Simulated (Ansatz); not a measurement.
# CH3BClFO (methoxychlorofluoroborane): PBE/cc-pVDZ

Aim: the vertical ionisation energy of CH3BClFO (methoxychlorofluoroborane) at PBE/cc-pVDZ, from 2 runs. 

The results are computed with Ansatz 0.2.0.

134 further runs of the same task are left out: 134 set aside as unsound or not needed. Runs told in other sessions of the task aren't counted.

**1. The structure to begin with**

CH3BClFO has 8 atoms, charge 0, and is taken as a singlet. As SMILES, `COB(F)Cl`. The shape is that of a PBE0-D4/def2-TZVP optimisation. This is one conformer, not always the lowest.

Bond lengths: C1–O2 1.414 Å, O2–B3 1.333 Å, B3–F4 1.320 Å, B3–Cl5 1.765 Å, C1–H6 1.091 Å, C1–H7 1.090 Å, C1–H8 1.091 Å. Angles: C1–O2–B3 126.0°, O2–B3–F4 118.3°, O2–B3–Cl5 124.1°, F4–B3–Cl5 117.7°, O2–C1–H6 108.6°, O2–C1–H7 108.2°, O2–C1–H8 111.7°, H6–C1–H7 109.1°, H6–C1–H8 109.5°, H7–C1–H8 109.7°.

**2. A single-point energy at PBE/cc-pVDZ**

The input, run.yaml:

```yaml
crystal:
  periodic: [false, false, false]
  atoms:
    - symbol: C
      position_ang: [0.662000, -0.415400, 0.804600]
    - symbol: O
      position_ang: [-0.122300, -0.654500, -0.347500]
    - symbol: B
      position_ang: [-0.782400, 0.264900, -1.051400]
    - symbol: F
      position_ang: [-1.466600, -0.129900, -2.108800]
    - symbol: Cl
      position_ang: [-0.801800, 1.985600, -0.658500]
    - symbol: H
      position_ang: [1.700600, -0.658800, 0.576000]
    - symbol: H
      position_ang: [0.308900, -1.072800, 1.599700]
    - symbol: H
      position_ang: [0.593700, 0.623700, 1.130000]
basis:
  gaussian:
    orbitals: cc-pVDZ
hamiltonian:
  xc: {name: PBE}
accuracy: high
output: {orbitals: {seedname: orbitals}}
```

Launch:

```
ansatz run run.yaml --threads 1 --pin off --max-ram 3480MiB --events-out events.jsonl --progress --plain --runs-dir runs
```

Output:

```text
Warning: RAYON_NUM_THREADS=1 ignored (pool sized by the plan → 1); use --threads N
Functional definition: PBE
  name "PBE"
  parameter kappa = 0.804
  parameter beta = 0.06672455060314922
  exchange = pbe_x(kappa = kappa, mu = beta*pi^2/3)
  correlation = pbe_c(beta = beta)
2055 factors; integrals over basis functions are off by at most 3.5e-9 eV
mean field evaluation 1: about -19035.0853 eV, gradient 5.2e1 eV
mean field evaluation 2: about -19020.7857 eV, gradient 1.0e2 eV
mean field evaluation 4: about -19040.4885 eV, gradient 5.7e0 eV
mean field evaluation 8: about -19040.5402 eV, gradient 7.5e-1 eV
mean field evaluation 16: about -19040.5413 eV, gradient 5.5e-5 eV
mean field -19040.54129025 eV, -699.7269862742 hartree, gradient 5.5e-8 eV, S^2 0.000000; 0 other end points of the search recorded, 0 dependent functions left out
reference -19040.54129334 eV, -699.7269863879 hartree; 24, 24 occupied and 65, 65 virtual orbitals, 2055 factors
Total energy: -19040.54129334 eV, -699.7269863879 hartree
```

Run time: 5.7 s. Hardware: 1 thread of Arm Neoverse V2, shared host; peak memory 0.23 GiB.

**3. The doublet cation, same level**

The input, run.yaml:

```yaml
crystal:
  periodic: [false, false, false]
  atoms:
    - {symbol: C, position_ang: [0.662000, -0.415400, 0.804600]}
    - {symbol: O, position_ang: [-0.122300, -0.654500, -0.347500]}
    - {symbol: B, position_ang: [-0.782400, 0.264900, -1.051400]}
    - {symbol: F, position_ang: [-1.466600, -0.129900, -2.108800]}
    - {symbol: Cl, position_ang: [-0.801800, 1.985600, -0.658500]}
    - {symbol: H, position_ang: [1.700600, -0.658800, 0.576000]}
    - {symbol: H, position_ang: [0.308900, -1.072800, 1.599700]}
    - {symbol: H, position_ang: [0.593700, 0.623700, 1.130000]}
basis:
  gaussian: {orbitals: cc-pVDZ}
total_charge: 1
magnetization: {spin_polarized: true, initial_magnetization: 1}
hamiltonian: {xc: {name: PBE}}
accuracy: high
output: {orbitals: {seedname: orbitals}}
```

Launch:

```
ansatz run run.yaml --threads 1 --pin off --max-ram 3480MiB --events-out events.jsonl --progress --plain --runs-dir runs
```

Output, shortened:

```text
Warning: RAYON_NUM_THREADS=1 ignored (pool sized by the plan → 1); use --threads N
Functional definition: PBE
  name "PBE"
[...]
2054 factors; integrals over basis functions are off by at most 3.5e-9 eV
[...]
mean field -19029.58703697 eV, -699.3244248914 hartree, gradient 7.8e-8 eV, S^2 0.752842; 8 other end points of the search recorded, 0 dependent functions left out
reference -19029.58704009 eV, -699.3244250058 hartree; 24, 23 occupied and 65, 66 virtual orbitals, 2054 factors
Total energy: -19029.58704009 eV, -699.3244250058 hartree
```

It took 33 s on 1 thread of Arm Neoverse V2, shared host; peak memory 0.3 GiB.

**4. What came out**

At PBE/cc-pVDZ:

| quantity | value |
| --- | --- |
| singlet CH3BClFO: total energy | -699.72699 Eh |
| singlet CH3BClFO: HOMO energy | -7.56 eV |
| singlet CH3BClFO: LUMO energy | -0.15 eV |
| singlet CH3BClFO: HOMO–LUMO gap | 7.41 eV |
| doublet cation: total energy | -699.32443 Eh |
| doublet cation: HOMO energy (highest over α and β) | -14.36 eV |
| doublet cation: LUMO energy (lowest over α and β) | -14.32 eV |
| doublet cation: ⟨S²⟩ | 0.753 |
| vertical ionisation energy (to the doublet cation) | 10.954 eV |

The vertical ionisation energy comes to 10.95 eV (253 kcal/mol). −ε(HOMO) before ionisation, 7.56 eV, is 3.40 eV below this ionisation energy.
